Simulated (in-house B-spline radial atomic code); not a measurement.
# Ru⁺: binding energies from hole states

Wanted: ΔSCF binding energies of Ru⁺.

Program: in-house B-spline radial atomic code version 1. Level of theory: Dirac-Hartree-Fock, average of configuration, Fermi nucleus, basis-set limit. These are calculated values, not measurements, unless marked.

## 1. The atom as given

| Property | Result |
| --- | --- |
| element | ruthenium (Z = 44) |
| charge | +1 |
| electrons | 43 |
| configuration | [Kr] 4d7 |
| Hamiltonian | Dirac-Coulomb |
| nucleus | Fermi, rms radius 4.481 fm |

The outer shells:

[Kr] 4d7
```
[Kr] core
4d [↑↓][↑↓][↑ ][↑ ][↑ ]
```

The boxes draw the filling by Hund's rule, which heavy ions in jj coupling don't follow; these runs average over all states of the configuration.

Settings of the run:

```ini
Z = 44
electrons = 43.0
configuration = [Kr] 4d7
hamiltonian = dirac
method = hf
spin_polarised = False
nucleus = fermi
rms_radius = 4.4809
mass_number = 102
atomic_mass = 101.904340312
speed_of_light = 137.035999084
```

From the earlier run of the reference: total energy -4529.050956 hartree. Levels, eight at most:

| orbital | occupation | energy (eV) | <r> (bohr) |
| --- | --- | --- | --- |
| 3p3/2 | 4 | -493.85 | 0.4041 |
| 3d3/2 | 4 | -314.64 | 0.3811 |
| 3d5/2 | 6 | -310.19 | 0.3845 |
| 4s1/2 | 2 | -101.23 | 1.029 |
| 4p1/2 | 2 | -68.441 | 1.118 |
| 4p3/2 | 4 | -64.872 | 1.147 |
| 4d3/2 | 2.8 | -18.017 | 1.606 |
| 4d5/2 | 4.2 | -17.662 | 1.627 |

## 2. The 1s hole

Settings: those of step 1 with these lines changed.

```diff
@@ -1,4 +1,4 @@
 Z = 44
-electrons = 43.0
-configuration = [Kr] 4d7
+electrons = 42.0
+configuration = 1s1 2s2 2p6 3s2 3p6 3d10 4s2 4p6 4d7
 hamiltonian = dirac
```

Results of the run (chosen fields of its result record, rounded):

```text
status: converged
iterations: 10
energy [hartree]: {"total": -3713.32794222, "kinetic": 3851.55081232, "nuclear": -9159.98013769, "coulomb": 1698.08336313, "exact_exchange": -102.981979973}
breit [hartree]: {"gaunt": 1.488371, "retardation": -0.199193, "frequency_dependence": -0.01213071}
qed [hartree]: {"self_energy": 1.247235, "uehling": -0.1443718, "wichmann_kroll": 0.002368969}
recoil [hartree]: 0.01463685
total_with_corrections [hartree]: -3710.93102603
orbitals [hartree, bohr; first row names the columns]:
  - ["name", "occ", "eps", "<r>"]
  - ["1s1/2", 1.0, -841.78364, 0.033293]
  - ["2s1/2", 2.0, -126.1926, 0.14275]
  - ["2p1/2", 2.0, -117.94407, 0.12087]
  - ["2p3/2", 4.0, -112.71759, 0.12562]
  - ["3s1/2", 2.0, -24.495213, 0.39133]
  - ["3p1/2", 2.0, -20.88784, 0.38232]
  - ["3p3/2", 4.0, -19.957504, 0.39239]
  - ["3d3/2", 4.0, -13.201159, 0.36689]
  - ["3d5/2", 6.0, -13.015458, 0.37028]
  - ["4s1/2", 2.0, -4.4310436, 0.99282]
  - ["4p1/2", 2.0, -3.2049254, 1.0644]
  - ["4p3/2", 4.0, -3.0558521, 1.0915]
  - ["4d3/2", 2.8, -1.1975021, 1.4192]
  - ["4d5/2", 4.2, -1.1803237, 1.4354]
sum_r [bohr^k]: {"-1": 208.1823, "1": 26.35205, "2": 30.44405}
energy_minus_base [hartree]: 815.723014
energy_minus_base_with_corrections [hartree]: 813.39597
```

Wall time 1.3 s (1 thread, shared host).

energy_minus_base is the energy less that of the reference run.

## 3. The 2s hole

Settings: those of step 2 with these lines changed.

```diff
@@ -2,3 +2,3 @@
 electrons = 42.0
-configuration = 1s1 2s2 2p6 3s2 3p6 3d10 4s2 4p6 4d7
+configuration = 1s2 2s1 2p6 3s2 3p6 3d10 4s2 4p6 4d7
 hamiltonian = dirac
```

Result record:

```text
status: converged
iterations: 10
energy [hartree]: {"total": -4409.49928525, "kinetic": 4583.10517699, "nuclear": -10626.4307567, "coulomb": 1755.2387855, "exact_exchange": -121.412491046}
breit [hartree]: {"gaunt": 3.02306, "retardation": -0.3083534, "frequency_dependence": -0.02270801}
qed [hartree]: {"self_energy": 2.025592, "uehling": -0.240098, "wichmann_kroll": 0.003940883}
recoil [hartree]: 0.01630615
total_with_corrections [hartree]: -4405.00154542
orbitals [hartree, bohr; first row names the columns]:
  - ["name", "occ", "eps", "<r>"]
  - ["1s1/2", 2.0, -823.35335, 0.033428]
  - ["2s1/2", 1.0, -124.61822, 0.14492]
  - ["2p1/2", 2.0, -114.81698, 0.1228]
  - ["2p3/2", 4.0, -109.89613, 0.12748]
  - ["3s1/2", 2.0, -24.212709, 0.39388]
  - ["3p1/2", 2.0, -20.591794, 0.38607]
  - ["3p3/2", 4.0, -19.70112, 0.39592]
  - ["3d3/2", 4.0, -13.223931, 0.36816]
  - ["3d5/2", 6.0, -13.043588, 0.37145]
  - ["4s1/2", 2.0, -4.388824, 0.99889]
  - ["4p1/2", 2.0, -3.1662877, 1.0726]
  - ["4p3/2", 4.0, -3.0230907, 1.0991]
  - ["4d3/2", 2.8, -1.2038646, 1.4165]
  - ["4d5/2", 4.2, -1.1870113, 1.4322]
sum_r [bohr^k]: {"-1": 241.5113, "1": 26.3327, "2": 30.52073}
energy_minus_base [hartree]: 119.551671
energy_minus_base_with_corrections [hartree]: 119.325451
```

Run time: 1.3 s. Hardware: 1 thread, shared host.

## 4. The 2p1/2 hole

In configurations, a minus sign after the shell means j = l − 1/2 and a plus sign j = l + 1/2; the count of electrons follows.

Settings: those of step 3 with these lines changed.

```diff
@@ -2,3 +2,3 @@
 electrons = 42.0
-configuration = 1s2 2s1 2p6 3s2 3p6 3d10 4s2 4p6 4d7
+configuration = 1s2 2s2 2p-1 2p+4 3s2 3p6 3d10 4s2 4p6 4d7
 hamiltonian = dirac
```

Result record:

```text
status: converged
iterations: 10
energy [hartree]: {"total": -4419.14166689, "kinetic": 4594.07805567, "nuclear": -10639.9593577, "coulomb": 1748.563886, "exact_exchange": -121.824250845}
breit [hartree]: {"gaunt": 2.906852, "retardation": -0.2878986, "frequency_dependence": -0.02173129}
qed [hartree]: {"self_energy": 2.137844, "uehling": -0.2522755, "wichmann_kroll": 0.004138405}
recoil [hartree]: 0.017199
total_with_corrections [hartree]: -4414.63753916
orbitals [hartree, bohr; first row names the columns]:
  - ["name", "occ", "eps", "<r>"]
  - ["1s1/2", 2.0, -824.60373, 0.033398]
  - ["2s1/2", 2.0, -124.34732, 0.1441]
  - ["2p1/2", 1.0, -116.01408, 0.12344]
  - ["2p3/2", 4.0, -110.74235, 0.12716]
  - ["3s1/2", 2.0, -24.310758, 0.39347]
  - ["3p1/2", 2.0, -20.542637, 0.38568]
  - ["3p3/2", 4.0, -19.760622, 0.39512]
  - ["3d3/2", 4.0, -13.168989, 0.36876]
  - ["3d5/2", 6.0, -13.082274, 0.37048]
  - ["4s1/2", 2.0, -4.4030028, 0.99706]
  - ["4p1/2", 2.0, -3.1581984, 1.0737]
  - ["4p3/2", 4.0, -3.0310015, 1.0973]
  - ["4d3/2", 2.8, -1.1979648, 1.4208]
  - ["4d5/2", 4.2, -1.1897376, 1.4294]
sum_r [bohr^k]: {"-1": 241.8189, "1": 26.33613, "2": 30.50174}
energy_minus_base [hartree]: 109.90929
energy_minus_base_with_corrections [hartree]: 109.689457
```

It took 1.3 s on 1 thread, shared host.

## 5. The 2p3/2 hole

Settings: those of step 4 with these lines changed.

```diff
@@ -2,3 +2,3 @@
 electrons = 42.0
-configuration = 1s2 2s2 2p-1 2p+4 3s2 3p6 3d10 4s2 4p6 4d7
+configuration = 1s2 2s2 2p-2 2p+3 3s2 3p6 3d10 4s2 4p6 4d7
 hamiltonian = dirac
```

Result record:

```text
status: converged
iterations: 10
energy [hartree]: {"total": -4423.94994299, "kinetic": 4609.12902598, "nuclear": -10661.2354467, "coulomb": 1750.21446171, "exact_exchange": -122.05798397}
breit [hartree]: {"gaunt": 2.980105, "retardation": -0.287924, "frequency_dependence": -0.01752474}
qed [hartree]: {"self_energy": 2.128225, "uehling": -0.2524974, "wichmann_kroll": 0.004142395}
recoil [hartree]: 0.01715614
total_with_corrections [hartree]: -4419.37826049
orbitals [hartree, bohr; first row names the columns]:
  - ["name", "occ", "eps", "<r>"]
  - ["1s1/2", 2.0, -824.22568, 0.033402]
  - ["2s1/2", 2.0, -124.26477, 0.14414]
  - ["2p1/2", 2.0, -115.57939, 0.12257]
  - ["2p3/2", 3.0, -110.73156, 0.1282]
  - ["3s1/2", 2.0, -24.304211, 0.39356]
  - ["3p1/2", 2.0, -20.645069, 0.38541]
  - ["3p3/2", 4.0, -19.703094, 0.395]
  - ["3d3/2", 4.0, -13.254374, 0.36741]
  - ["3d5/2", 6.0, -13.022555, 0.37156]
  - ["4s1/2", 2.0, -4.4022821, 0.99721]
  - ["4p1/2", 2.0, -3.17367, 1.071]
  - ["4p3/2", 4.0, -3.0226831, 1.099]
  - ["4d3/2", 2.8, -1.2061687, 1.4144]
  - ["4d5/2", 4.2, -1.184631, 1.4338]
sum_r [bohr^k]: {"-1": 242.3024, "1": 26.33655, "2": 30.50959}
energy_minus_base [hartree]: 105.101014
energy_minus_base_with_corrections [hartree]: 104.948736
```

Wall time 1.4 s (1 thread, shared host).

## 6. The 3s hole

Settings: those of step 5 with these lines changed.

```diff
@@ -2,3 +2,3 @@
 electrons = 42.0
-configuration = 1s2 2s2 2p-2 2p+3 3s2 3p6 3d10 4s2 4p6 4d7
+configuration = 1s2 2s2 2p6 3s1 3p6 3d10 4s2 4p6 4d7
 hamiltonian = dirac
```

Result record:

```text
status: converged
iterations: 10
energy [hartree]: {"total": -4506.78840031, "kinetic": 4689.37642493, "nuclear": -10858.9561105, "coulomb": 1789.58781627, "exact_exchange": -126.796530989}
breit [hartree]: {"gaunt": 3.146303, "retardation": -0.3157221, "frequency_dependence": -0.02190436}
qed [hartree]: {"self_energy": 2.10943, "uehling": -0.249636, "wichmann_kroll": 0.004096217}
recoil [hartree]: 0.01683683
total_with_corrections [hartree]: -4502.09899669
orbitals [hartree, bohr; first row names the columns]:
  - ["name", "occ", "eps", "<r>"]
  - ["1s1/2", 2.0, -819.68418, 0.033426]
  - ["2s1/2", 2.0, -122.18694, 0.14513]
  - ["2p1/2", 2.0, -112.75352, 0.12365]
  - ["2p3/2", 4.0, -107.90809, 0.12836]
  - ["3s1/2", 1.0, -24.040378, 0.39981]
  - ["3p1/2", 2.0, -20.056617, 0.39102]
  - ["3p3/2", 4.0, -19.191259, 0.40105]
  - ["3d3/2", 4.0, -12.785143, 0.37575]
  - ["3d5/2", 6.0, -12.617274, 0.37902]
  - ["4s1/2", 2.0, -4.3618966, 1.0034]
  - ["4p1/2", 2.0, -3.1467483, 1.0802]
  - ["4p3/2", 4.0, -3.0047024, 1.1068]
  - ["4d3/2", 2.8, -1.1978141, 1.4288]
  - ["4d5/2", 4.2, -1.1815807, 1.4441]
sum_r [bohr^k]: {"-1": 246.7961, "1": 26.34145, "2": 30.88766}
energy_minus_base [hartree]: 22.2625562
energy_minus_base_with_corrections [hartree]: 22.2279995
```

Run time: 1.3 s. Hardware: 1 thread, shared host.

## 7. The 3p1/2 hole

Settings: those of step 6 with these lines changed.

```diff
@@ -2,3 +2,3 @@
 electrons = 42.0
-configuration = 1s2 2s2 2p6 3s1 3p6 3d10 4s2 4p6 4d7
+configuration = 1s2 2s2 2p6 3s2 3p-1 3p+4 3d10 4s2 4p6 4d7
 hamiltonian = dirac
```

Result record:

```text
status: converged
iterations: 10
energy [hartree]: {"total": -4510.54767604, "kinetic": 4693.52989792, "nuclear": -10865.6172321, "coulomb": 1788.69399611, "exact_exchange": -127.154337945}
breit [hartree]: {"gaunt": 3.128577, "retardation": -0.3124633, "frequency_dependence": -0.02181433}
qed [hartree]: {"self_energy": 2.130541, "uehling": -0.2518847, "wichmann_kroll": 0.004132648}
recoil [hartree]: 0.01699972
total_with_corrections [hartree]: -4505.85358807
orbitals [hartree, bohr; first row names the columns]:
  - ["name", "occ", "eps", "<r>"]
  - ["1s1/2", 2.0, -819.81349, 0.033423]
  - ["2s1/2", 2.0, -122.31013, 0.14493]
  - ["2p1/2", 2.0, -112.72532, 0.1238]
  - ["2p3/2", 4.0, -107.99016, 0.12833]
  - ["3s1/2", 2.0, -23.804082, 0.39769]
  - ["3p1/2", 1.0, -20.311486, 0.39347]
  - ["3p3/2", 4.0, -19.336006, 0.40061]
  - ["3d3/2", 4.0, -12.676282, 0.37568]
  - ["3d5/2", 6.0, -12.668143, 0.37878]
  - ["4s1/2", 2.0, -4.3809252, 1.0032]
  - ["4p1/2", 2.0, -3.1263901, 1.0814]
  - ["4p3/2", 4.0, -3.0103367, 1.1057]
  - ["4d3/2", 2.8, -1.1955869, 1.4306]
  - ["4d5/2", 4.2, -1.1828997, 1.4429]
sum_r [bohr^k]: {"-1": 246.9475, "1": 26.34247, "2": 30.8835}
energy_minus_base [hartree]: 18.5032805
energy_minus_base_with_corrections [hartree]: 18.4734081
```

Wall time 1.3 s (1 thread, shared host).

## 8. The 3p3/2 hole

Settings: those of step 7 with these lines changed.

```diff
@@ -2,3 +2,3 @@
 electrons = 42.0
-configuration = 1s2 2s2 2p6 3s2 3p-1 3p+4 3d10 4s2 4p6 4d7
+configuration = 1s2 2s2 2p6 3s2 3p-2 3p+3 3d10 4s2 4p6 4d7
 hamiltonian = dirac
```

Result record:

```text
status: converged
iterations: 10
energy [hartree]: {"total": -4511.38525958, "kinetic": 4696.1620356, "nuclear": -10869.8300661, "coulomb": 1789.52922635, "exact_exchange": -127.246455467}
breit [hartree]: {"gaunt": 3.14134, "retardation": -0.3124766, "frequency_dependence": -0.02101549}
qed [hartree]: {"self_energy": 2.12889, "uehling": -0.2519294, "wichmann_kroll": 0.004133448}
recoil [hartree]: 0.01698656
total_with_corrections [hartree]: -4506.67933115
orbitals [hartree, bohr; first row names the columns]:
  - ["name", "occ", "eps", "<r>"]
  - ["1s1/2", 2.0, -819.73589, 0.033424]
  - ["2s1/2", 2.0, -122.26954, 0.14495]
  - ["2p1/2", 2.0, -112.79478, 0.12362]
  - ["2p3/2", 4.0, -107.89304, 0.1285]
  - ["3s1/2", 2.0, -23.788677, 0.39775]
  - ["3p1/2", 2.0, -20.185514, 0.3908]
  - ["3p3/2", 3.0, -19.353185, 0.40373]
  - ["3d3/2", 4.0, -12.801772, 0.37577]
  - ["3d5/2", 6.0, -12.556722, 0.37906]
  - ["4s1/2", 2.0, -4.3801233, 1.0035]
  - ["4p1/2", 2.0, -3.1515408, 1.0795]
  - ["4p3/2", 4.0, -2.99914, 1.1056]
  - ["4d3/2", 2.8, -1.1985697, 1.4284]
  - ["4d5/2", 4.2, -1.1806376, 1.4452]
sum_r [bohr^k]: {"-1": 247.0432, "1": 26.34163, "2": 30.89597}
energy_minus_base [hartree]: 17.6656969
energy_minus_base_with_corrections [hartree]: 17.647665
```

Run time: 1.3 s. Hardware: 1 thread, shared host.

## 9. Binding energies

| hole | ΔSCF (eV) | with Breit, QED, recoil (eV) | −ε of the parent (eV) | −ε less ΔSCF (eV) |
| --- | --- | --- | --- | --- |
| 1s | 22197.0 | 22133.6 | 22258.1 | 61.17 |
| 2s | 3253.17 | 3247.01 | 3285.64 | 32.47 |
| 2p1/2 | 2990.78 | 2984.80 | 3026.29 | 35.50 |
| 2p3/2 | 2859.94 | 2855.80 | 2894.60 | 34.66 |
| 3s | 605.80 | 604.85 | 618.99 | 13.19 |
| 3p1/2 | 503.50 | 502.69 | 516.98 | 13.48 |
| 3p3/2 | 480.71 | 480.22 | 493.85 | 13.14 |

Relaxation of the remaining electrons brings each binding energy under −ε, by 61.2 eV for 1s and 13.14 eV for 3p3/2. The difference of the 1s and 2p3/2 holes gives a Kα1 line at 19277.8 eV for this charge state (with Breit, QED and recoil). The spin-orbit splitting of the 2p hole is 129.00 eV with those corrections. Values are for the free ion, measured from the vacuum level.
